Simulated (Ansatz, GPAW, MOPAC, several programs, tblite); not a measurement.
## What each method gives for SnOSe (Janus 1T monolayer)

SnOSe (Janus 1T monolayer), relaxed with r2SCAN in Ansatz, was computed with several methods. In-plane lattice: a = 3.517 Å, b = 3.517 Å, γ = 120.0°; thickness between the outer nuclei 2.54 Å. Sn is surrounded by 3 O at 2.22 Å and 3 Se at 2.62 Å; O is surrounded by 3 Sn at 2.22 Å; Se is surrounded by 3 Sn at 2.62 Å. No spin polarisation and no zero-point or thermal motion; the cell was built from a prototype and may be hypothetical.

```xyz
3
Lattice="3.5169 0.0000 0.0000 -1.7584 3.0457 0.0000 0.0000 0.0000 29.2993" Properties=species:S:1:pos:R:3 pbc="T T F"
Sn    0.0000    0.0000    9.2525
O     0.0000    2.0305   10.1433
Se    1.7584    1.0152    7.6042
```
The sheet repeats along a and b alone.

Gaps and times are for a single point on this cell. Times are rough, from shared hosts (Arm Neoverse V2), and each method has its own mesh and cell size. PM6 (MOPAC), PM7 (MOPAC), GFN1-xTB (tblite), GFN2-xTB (tblite) treat a cluster of cells at its zone centre, which samples few k points: where these miss a band edge, the gap comes out too large for that reason alone. Gaps from k meshes are read at a limited set of points (mesh, symmetry points, PBE's band edges), so each method's own least gap may be somewhat smaller. xTB and the PM methods were fitted mostly to molecules, and can miss a solid's gap by electronvolts. Minimal bases can be far off for gaps. d marks a direct gap, i an indirect one (no mark: not told apart), a dash a value that wasn't computed or didn't pass its checks.

```tsv
method	kind	gap (eV)	atoms computed	processor time
PM6 (MOPAC)	semi-empirical	4.23	27	0.22 s
PM7 (MOPAC)	semi-empirical	4.78	27	0.23 s
GFN1-xTB (tblite)	tight binding	0.76	27	0.78 s
GFN2-xTB (tblite)	tight binding	0.20	27	1.2 s
light PBE (260 eV and a coarse mesh)	light plane-wave	0	3	4.5 s
PBE/single zeta (GPAW)	small basis	0.03 d	3	5.8 s
PBE	semilocal	0	3	18 s
r2SCAN	semilocal	0.15 d	3	43 s
```

Against r2SCAN (0.15 eV) and with closed or daggered gaps left aside, the nearest gap at the points sampled is that of GFN2-xTB (tblite) (+0.05 eV) and the farthest that of PM7 (MOPAC) (+4.63 eV). r2SCAN is only a yardstick of convenience: semilocal gaps usually lie below measured ones, which GLLB-SC and hybrids aim to mend.

With PBE the bands overlap or touch, or nearly. Semilocal functionals can close a real gap, so this doesn't show a metal; small gaps of other methods may in turn close between the points read or with spin-orbit coupling, and the solid may be a semimetal.

Spin-orbit coupling is left out, which matters wherever the heavy atoms make up the band edges.
